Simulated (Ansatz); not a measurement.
**C₃H₄FI: small, medium and large basis sets**

How large a basis does C₃H₄FI need? Two functionals are run in growing sets.

Method: one geometry, several basis sets; program: Ansatz 0.2.0, Gaussian basis.

Levels to be run: PBE0-D4/def2-SVP; ωB97M-V/def2-SVP; PBE0-D4/def2-QZVPP; ωB97M-V/def2-QZVPP; the functionals' def2-TZVPP values are taken from earlier runs.

## 1. The relaxed structure

All runs share one geometry, relaxed beforehand with PBE0-D4 in a triple-zeta def2 set. I takes the def2 core potential; no spin-orbit term is included.

SMILES `FC1(I)CC1`, 9 atoms, charge 0, spin multiplicity 1.

Atoms are counted from 1 here; the program's logs count them from 0.

Bond lengths: F1–C2 1.354 Å, C2–I3 2.114 Å, C2–C4 1.478 Å, C2–C5 1.478 Å, C4–C5 1.519 Å, C4–H6 1.083 Å, C4–H7 1.081 Å, C5–H8 1.083 Å, C5–H9 1.081 Å. Angles: F1–C2–I3 111.2°, F1–C2–C4 117.1°, F1–C2–C5 117.0°, I3–C2–C4 120.9°, I3–C2–C5 120.9°, C4–C2–C5 61.8°, C2–C4–C5 59.1°, C2–C4–H6 115.8°, C2–C4–H7 118.9°, C5–C4–H6 117.4°, C5–C4–H7 118.6°, H6–C4–H7 115.5°, C2–C5–C4 59.1°, C2–C5–H8 115.8°, C2–C5–H9 118.9°, C4–C5–H8 117.4°, C4–C5–H9 118.6°, H8–C5–H9 115.5°.

## 2. PBE0-D4 in def2-SVP

File in.yaml:

```yaml
crystal:
  periodic: [false, false, false]
  atoms:
    - {symbol: F, position_ang: [0.347539, -1.736969, -0.693404]}
    - {symbol: C, position_ang: [-0.197609, -0.510639, -0.513993]}
    - {symbol: I, position_ang: [-1.762817, -0.160921, -1.891971]}
    - {symbol: C, position_ang: [0.716229, 0.578679, -0.110030]}
    - {symbol: C, position_ang: [-0.281160, -0.008629, 0.873777]}
    - {symbol: H, position_ang: [1.756559, 0.300716, 0.009038]}
    - {symbol: H, position_ang: [0.540938, 1.575387, -0.491404]}
    - {symbol: H, position_ang: [0.104603, -0.672038, 1.638502]}
    - {symbol: H, position_ang: [-1.135683, 0.588112, 1.162385]}
basis:
  gaussian: {orbitals: def2-SVP}
hamiltonian: {xc: pbe0, dispersion: d4}
output: {orbitals: {seedname: orbitals}}
```

On the command line:

```
$ ansatz run in.yaml --threads 4 --pin off --events-out ev --progress --plain --max-ram 10444MiB
```

After this run come: ωB97M-V in def2-SVP; PBE0-D4 in def2-QZVPP; ωB97M-V in def2-QZVPP.

Before running them: what should the planned runs give, taken together? Wanted: PBE0-D4: double and triple zeta above quadruple; ωB97M-V: double and triple zeta above quadruple.

**Answer**, as computed:

| quantity | value |
| --- | --- |
| PBE0-D4: double and triple zeta above quadruple | 7.40, 0.34 eV |
| ωB97M-V: double and triple zeta above quadruple | 7.65, 0.33 eV |

In words: PBE0-D4 gains 7.06 eV from double to triple zeta, then 0.34 eV more. Total energies overstate the basis error of differences, where much of it tends to cancel.
